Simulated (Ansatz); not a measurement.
Task: a formation energy from the elements of KPdO3 and its elements, with Ansatz 0.2.0 through its Python package. Give the script and its output. Use (first run): PBEsol, PAW, cutoff 420 eV, Gaussian smearing of 0.05 eV.

`formation_kpdo3.py`:
```python
"""Is KPdO3 bound against its elements, after relaxing atoms and volume at fixed cell shape."""

from collections import Counter
import warnings

import ansatz as az
import numpy as np

params = {
    "tolerance": 1e-08,
    "cutoff_ev": 420,
    "k_spacing": 0.33,
    "occupations": "gaussian",
    "width_ev": 0.05,
}

PHASES = {
    "KPdO3": (
        [[4.070076, 0.0, 0.0], [0.0, 4.070076, 0.0], [0.0, 0.0, 4.070076]],
        [
            ("K", [0.0, 0.0, 0.0]),
            ("Pd", [0.5, 0.5, 0.5]),
            ("O", [0.5, 0.5, 0.0]),
            ("O", [0.5, 0.0, 0.5]),
            ("O", [0.0, 0.5, 0.5]),
        ],
    ),
    "K": (
        [[-2.6125, 2.6125, 2.6125], [2.6125, -2.6125, 2.6125], [2.6125, 2.6125, -2.6125]],
        [
            ("K", [0.0, 0.0, 0.0]),
        ],
    ),
    "Pd": (
        [[0.0, 1.9465, 1.9465], [1.9465, 0.0, 1.9465], [1.9465, 1.9465, 0.0]],
        [
            ("Pd", [0.0, 0.0, 0.0]),
        ],
    ),
    "O2": (
        [[9.0, 0.0, 0.0], [0.0, 9.5, 0.0], [0.0, 0.0, 10.0]],
        [
            ("O", [0.5, 0.5, 0.4385]),
            ("O", [0.5, 0.5, 0.5615]),
        ],
    ),
}


def build(vectors, sites):
    crystal = az.Crystal(lattice=az.Lattice.of(vectors))
    for symbol, position in sites:
        crystal = crystal.atom(symbol, position)
    return crystal

POLARISED = {"O2"}

GASES = {"O2"}


def compute(name, crystal):
    calc = (
        crystal.calculation()
        .scf(tolerance=params["tolerance"])
        .functional(az.Functional.PBESOL)
        .basis(params["cutoff_ev"])
        .kpoints(spacing=params["k_spacing"])
        .occupations(params["occupations"], width=params["width_ev"])
        .stress()
    )
    if name in POLARISED:
        calc = calc.spin("collinear")
    if name in GASES:
        return calc.kpoints(1, 1, 1).relax(force_tolerance=0.02).run()
    calc = calc.relax(force_tolerance=0.02, fix_cell=["shape"])
    return calc.run()


def counts(outcome):
    return Counter(site.symbol for site in outcome.lattice.sites)

def formation_energy(outcome, mu):
    n = counts(outcome)
    return (outcome.report["energy_sigma0_ev"] - sum(k * mu[element] for element, k in n.items())) / sum(n.values())


def volume_per_atom(outcome):
    return abs(np.linalg.det(outcome.lattice.cell_ang)) / len(outcome.lattice.sites)


def main() -> None:
    warnings.simplefilter("ignore")

    phases = {name: build(*cell) for name, cell in PHASES.items()}
    phases["O2"] = phases["O2"].moments(O=1.0)

    done = {name: compute(name, crystal) for name, crystal in phases.items()}

    # energy of one atom in its reference phase
    references = {"K": "K", "Pd": "Pd", "O": "O2"}
    mu = {element: done[name].report["energy_sigma0_ev"] / len(done[name].lattice.sites) for element, name in references.items()}

    target = done["KPdO3"]
    heat = formation_energy(target, mu)
    n = counts(target)
    print("cell content:", dict(n), " volume", round(volume_per_atom(target), 3), "A^3/atom")
    print("formation energy", round(heat, 4), "eV/atom,", round(heat * sum(n.values()), 4), "eV per cell")
    print("bound against the elements" if heat < 0 else "unbound against the elements")
    # gas references are bare DFT energies, without zero-point or fitted corrections


if __name__ == "__main__":
    main()
```

```console
$ python formation_kpdo3.py
--- The result so far, ahead of a search for a lower minimum behind the relaxation; the run's own can be another ---
--- Relaxed structure (4 steps of the walk, 4 accepted, 0 SCFs on fresh bases) ---
  F+E_penalty+E_count = -1116.56513471 eV   max|allowed force component| = 3.220e-4 eV/Å
  atoms:
    - { symbol: O, position: [0.5, 0.5, 0.439491940596501] }
    - { symbol: O, position: [0.5, 0.5, 0.560508059403499] }
cell content: {<Element.K: 'K'>: 1, <Element.PD: 'Pd'>: 1, <Element.O: 'O'>: 3}  volume 12.448 A^3/atom
formation energy -0.4636 eV/atom, -2.3181 eV per cell
bound against the elements
```

What to keep in mind:
- Total energies depend on the potentials; only differences at equal settings carry meaning.
- The magnetic order follows from the starting moments and needn't be the lowest.
- For the metals among these phases the mesh is modest: differences between phases can be off by up to 40 meV an atom.
- The program warned that this SCF threshold is loose for forces or stresses.
- Atoms and volume are relaxed with the cell's shape held, which in cells of lower than cubic symmetry can hide stresses and shift volumes.
- The cells come from databases of deposited and of computed structures, and not all need be stable phases.
- The compound is the structure given, not necessarily its lowest; energies are at zero temperature, with no correction for gases. Magnetic phases start from parallel moments and may not end in their lowest magnetic state. A semilocal functional's error on such energies is often 0.05 to 0.1 eV an atom, and 0.1 to 0.3 eV against gases such as O2 or F2.
- The script silences warnings, which a real study should read.
- Finished in 64 s on 1 thread of Arm Neoverse V1, with other jobs on the host, peak memory 0.75 GiB.
